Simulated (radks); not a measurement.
**Bi²⁺ in [Xe] 4f14 5d8 6s2 6p1 5f2: an all-electron calculation**

What are the levels of the bismuth ion Bi2+, how large are its shells, and how does its energy divide?

Program: radks (a radial shooting solver on a logarithmic mesh, Libxc functionals) version 1. Level of theory: Dirac Kohn-Sham, PBE, spin-unpolarised, spherical densities, finite nucleus; open shells are shared between the two j in proportion to 2j + 1. These are calculated values, not measurements, unless marked.

**1. The system**

```
element            : bismuth (Z = 83)
charge             : +2
electrons          : 81
configuration      : [Xe] 4f14 5d8 6s2 6p1 5f2
nuclear rms radius : 5.5211 fm
```

Outer shells as boxes (Hund's rule):

Bi²⁺
```
[Xe] core
4f [↑↓][↑↓][↑↓][↑↓][↑↓][↑↓][↑↓]
5d [↑↓][↑↓][↑↓][↑ ][↑ ]
6s [↑↓]
6p [↑ ][  ][  ]
5f [↑ ][↑ ][  ][  ][  ][  ][  ]
```

**2. The run**

Input:

```text
Z 83
configuration [Xe] 4f14 5d8 6s2 6p1 5f2
relativity Dirac
functional pbe,pbe
spin unpolarised
j_filling average
nucleus finite rms 5.5211 fm
c 137.035999084
```

Run with:

```console
> python run_ks.py task.json out
```

The same process makes all the runs of this session.

Q: Predict the outcome of this run.

The runs gave:

| quantity | value |
| --- | --- |
| total energy | -21570.6698 hartree |
| exchange-correlation share of it | 1.84 % |
| −T/E | 1.1681 |
| highest occupied level | 5f7/2, -7.825 eV |
| most extended occupied level | 5f7/2, <r> = 3.39 bohr |
| radius at density 0.001 e/bohr³ | 4.74 bohr |
| maxima of the radial density | 4 |

What this shows: The radial density shows 4 maxima for 6 occupied principal shells; where shells overlap, one shows as a shoulder or not at all. −T/E is 1.168: with relativity the kinetic term as defined here no longer equals −E. This is not the tabulated ground configuration, so its levels and sizes aren't those of the ground state, and no measured value stands beside it.
